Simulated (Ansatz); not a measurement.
# CH5FSiTe: up Jacob's ladder to CCSD(T)

Aim: compute CH5FSiTe with functionals from several rungs and with coupled cluster, and see how far each lands from CCSD(T) at the basis-set limit for the atomisation energy.

Program: Ansatz 0.2.0, Gaussian basis. Level of theory: functionals in def2-TZVPP, the program's frozen cores in correlated methods. These are calculated values, not measurements.

The runs, in order: PBE-D4, r2SCAN-D4, PBE0-D4, B3LYP-D4, ωB97X-V, ωB97M-V, B2PLYP; CCSD(T)/def2-TZVPP; MP2/def2-QZVPP; extrapolation to the limit.

## 1. The relaxed structure

The geometry comes from an earlier relaxation with PBE0-D4 in a triple-zeta def2 set; it is a stationary point, not always the lowest conformer. Te takes the def2 core potential; no spin-orbit term is included.

SMILES `FC([SiH3])[TeH]`, 9 atoms, charge 0, spin multiplicity 1.

Atoms are counted from 1 here; the program's logs count them from 0.

Bond lengths: F1–C2 1.385 Å, C2–Si3 1.897 Å, C2–Te4 2.152 Å, C2–H5 1.093 Å, Si3–H6 1.484 Å, Si3–H7 1.485 Å, Si3–H8 1.486 Å, Te4–H9 1.659 Å. Angles: F1–C2–Si3 111.1°, F1–C2–Te4 111.7°, F1–C2–H5 108.1°, Si3–C2–Te4 108.8°, Si3–C2–H5 111.5°, Te4–C2–H5 105.5°, C2–Si3–H6 108.1°, C2–Si3–H7 109.4°, C2–Si3–H8 109.2°, H6–Si3–H7 110.4°, H6–Si3–H8 110.0°, H7–Si3–H8 109.7°, C2–Te4–H9 94.0°.

## 2. PBE-D4 (GGA)

The input, in.yaml:

```yaml
crystal:
  periodic: [false, false, false]
  atoms:
    - {symbol: F, position_ang: [-0.338064, 0.254814, -1.830114]}
    - {symbol: C, position_ang: [-0.135381, 0.442851, -0.473484]}
    - {symbol: Si, position_ang: [0.890642, -0.970645, 0.265925]}
    - {symbol: Te, position_ang: [-1.996716, 0.581000, 0.597613]}
    - {symbol: H, position_ang: [0.354246, 1.409662, -0.333540]}
    - {symbol: H, position_ang: [1.422819, -0.517794, 1.574820]}
    - {symbol: H, position_ang: [2.004496, -1.307963, -0.656590]}
    - {symbol: H, position_ang: [0.018712, -2.158731, 0.455171]}
    - {symbol: H, position_ang: [-2.132255, 2.220605, 0.383197]}
basis:
  gaussian: {orbitals: def2-TZVPP}
hamiltonian: {xc: pbe, dispersion: d4}
output: {forces: true, orbitals: {seedname: orbitals}}
```

The run is started by

```console
ansatz run in.yaml --threads 4 --pin off --events-out ev --progress --plain --max-ram 10444MiB
```

Further steps of the session: r2SCAN-D4 (meta-GGA); PBE0-D4 (hybrid); B3LYP-D4 (hybrid); ωB97X-V (range-separated); ωB97M-V (range-separated); B2PLYP (double hybrid); CCSD(T) in def2-TZVPP; MP2 in def2-QZVPP.

Q: Predict the results of all the runs planned. Wanted: atomisation energy, CCSD(T)/CBS; farthest; mean size of error, hybrid; mean size of error, range-separated; gap, smallest and largest; T1 diagnostic; triples share of the correlation energy.

**Answer**, as computed:

| quantity | value |
| --- | --- |
| atomisation energy, CCSD(T)/CBS | 653.6 kcal/mol |
| functionals within 6.5 kcal/mol (1.0 %) | PBE-D4, r2SCAN-D4, B3LYP-D4, ωB97X-V, ωB97M-V |
| farthest | B2PLYP (-14.4 kcal/mol) |
| mean size of error, hybrid | 6.4 kcal/mol |
| mean size of error, range-separated | 2.9 kcal/mol |
| gap, smallest and largest | 3.74 eV (PBE-D4), 9.83 eV (ωB97X-V) |
| T1 diagnostic | 0.0121 |
| triples share of the correlation energy | 3.0 % |

PBE-D4 misses by +5.1 kcal/mol. Double hybrids carry the basis error of their MP2 part in triple zeta, and no dispersion term here, so their miss is partly the set-up's. The reference freezes the cores and leaves out spin-orbit coupling and excitations past (T), and its outer-core shells are covered unevenly, so misses under about 6.5 kcal/mol can't be ranked. All levels share the lack of spin-orbit coupling, which lowers the free heavy atoms and so the true binding. Hartree-Fock recovers 70 % of the binding; the rest is correlation. Orbital gaps span 3.7 to 9.8 eV; exact exchange widens them. Correlated methods include outer-core shells of Te, which these sets cover unevenly.
